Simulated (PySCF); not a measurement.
# C3H7F3GeO: magnetic properties

Aim: compute the magnetic properties of C3H7F3GeO (`C[C@@H]([GeH3])OC(F)(F)F`).

Programs: PySCF 2.14.0, with routines of our own; each step states its level. All values are computed. Atoms count from 0.

### 1 The starting structure

15 atoms, charge 0, multiplicity 1; geometry from: GFN2-xTB.

### 2 Magnetic properties: GIAO PBE/pcSseg-1

What the job is given:

```
{"job": {"kind": "mag", "xc": "PBE", "basis": "pcSseg-1", "isotopologues": 2}, "charge": 0, "multiplicity": 1}
C     -0.968029     1.221757    -1.148800
C     -0.117459     0.651164    -0.028947
Ge    -1.036478    -0.882338     0.874366
O      1.162449     0.292934    -0.627520
C      1.882475    -0.520966     0.082110
F      1.412301    -1.801779     0.087731
F      1.963027    -0.200717     1.389487
F      3.122379    -0.589530    -0.380965
H     -1.905552     1.588503    -0.737162
H     -0.447812     2.040104    -1.640970
H     -1.180496     0.451679    -1.887471
H      0.092988     1.438590     0.706115
H     -0.337340    -1.382103     2.091237
H     -2.358637    -0.316508     1.297518
H     -1.288230    -1.982800    -0.098640
```

Level: GIAO PBE/pcSseg-1 magnetisability, rotational g tensor and spin-rotation constants, non-relativistic, gas phase.

Launch:

```sh
$ OMP_NUM_THREADS=1 python excited_run.py task.json out
```

The driver reads the jobs from task.json and runs them one after another.

The program printed:

```text
coarse grid: 61344 points
cycle   1  E = -2568.9480508676  dE =  4.931e-01  |g| = 1.512e+00  |ddm| = 3.501e+00
cycle   2  E = -2568.4259475962  dE =  5.221e-01  |g| = 2.375e+00  |ddm| = 1.860e+00
cycle   3  E = -2569.1893489146  dE = -7.634e-01  |g| = 2.832e-01  |ddm| = 1.337e+00
cycle   4  E = -2569.2006318890  dE = -1.128e-02  |g| = 1.114e-01  |ddm| = 2.060e-01
cycle   5  E = -2569.2019652050  dE = -1.333e-03  |g| = 3.852e-02  |ddm| = 8.225e-02
cycle   6  E = -2569.2022053089  dE = -2.401e-04  |g| = 9.920e-03  |ddm| = 2.740e-02
cycle   7  E = -2569.2022209327  dE = -1.562e-05  |g| = 1.801e-03  |ddm| = 9.436e-03
cycle   8  E = -2569.2022215952  dE = -6.625e-07  |g| = 4.460e-04  |ddm| = 2.060e-03
final grid: 130288 points
cycle   9  E = -2569.2020731823  dE = -1.137e-07  |g| = 7.765e-04  |ddm| = 3.291e-03
cycle  10  E = -2569.2020729594  dE =  2.229e-07  |g| = 1.402e-03  |ddm| = 1.399e-03
cycle  11  E = -2569.2020732882  dE = -3.287e-07  |g| = 1.382e-04  |ddm| = 8.730e-04
cycle  12  E = -2569.2020732919  dE = -3.750e-09  |g| = 2.046e-05  |ddm| = 1.197e-04
cycle  13  E = -2569.2020732920  dE = -7.640e-11  |g| = 7.872e-06  |ddm| = 1.802e-05
converged SCF energy = -2569.2020732920

Magnetisability tensor (1e-30 J/T^2)
    -1423.01        1.98       21.05
        1.98    -1384.16        7.92
       21.05        7.92    -1397.56
isotropic -1401.58   principal values   -1434.98  -1392.78  -1376.97
isotropic susceptibility -84.405 1e-6 cm^3/mol

Inertial axes            a          b          c
rot. const./GHz      2.2154     1.0086     0.8101
chi total           -86.046    -84.036    -83.134
chi diamagnetic    -644.263  -1147.045  -1444.881
chi paramagnetic    558.217   1063.009   1361.747
quadrupole/D A       -3.657      3.052      0.605
g nuclear            0.5638     0.4931     0.5100
g electronic        -0.5810    -0.5037    -0.5183
g total             -0.0171    -0.0106    -0.0083

Spin-rotation constants (kHz, H = +C I.J)
atom  isotope        aa         bb         cc
  5    19F        3.980      1.425      0.967
  6    19F        3.694      1.534      0.872
  7    19F        2.022      1.731      1.209
  8     1H        0.006     -0.109     -0.078
  9     1H       -0.157     -0.007     -0.090
 10     1H       -0.251     -0.110      0.022
 11     1H       -0.238     -0.096      0.048
 12     1H       -0.172     -0.001     -0.055
 13     1H        0.034     -0.093     -0.068
 14     1H       -0.214     -0.095      0.028
  0    13C*       0.333      0.147      0.131
  1    13C*       0.397      0.274      0.208
  2   73Ge*      -0.607     -0.257     -0.229
  3    17O*      -0.384     -0.144     -0.133
  4    13C*       0.715      0.316      0.265
* in the singly substituted isotopologue

Isotopologues: g along a, b, c
2H    at 8,9,10,11,12,1    -0.0151    -0.0102    -0.0079
13C   at 0                 -0.0168    -0.0106    -0.0083
```

Wall time 69 s (1 thread of AMD EPYC 7R43, shared host); peak memory 0.74 GiB.

From this job:

```csv
quantity,value
magnetisability,-1402·10⁻³⁰ J/T²
molar susceptibility,-84.4·10⁻⁶ cm³/mol
"rotational g (a, b, c)","-0.0171, -0.0106, -0.0083"
```

### 3 Summary of results

| quantity | value |
| --- | --- |
| magnetisability (step 2, GIAO PBE/pcSseg-1) | -1402·10⁻³⁰ J/T² |
| molar susceptibility (step 2, GIAO PBE/pcSseg-1) | -84.4·10⁻⁶ cm³/mol |
| rotational g (a, b, c) (step 2, GIAO PBE/pcSseg-1) | -0.0171, -0.0106, -0.0083 |

**Reading.** Steps that list no spin-orbit terms leave them out, which matters at and beside the heavy atoms. Vibrational averaging and real surroundings are missing from these values.
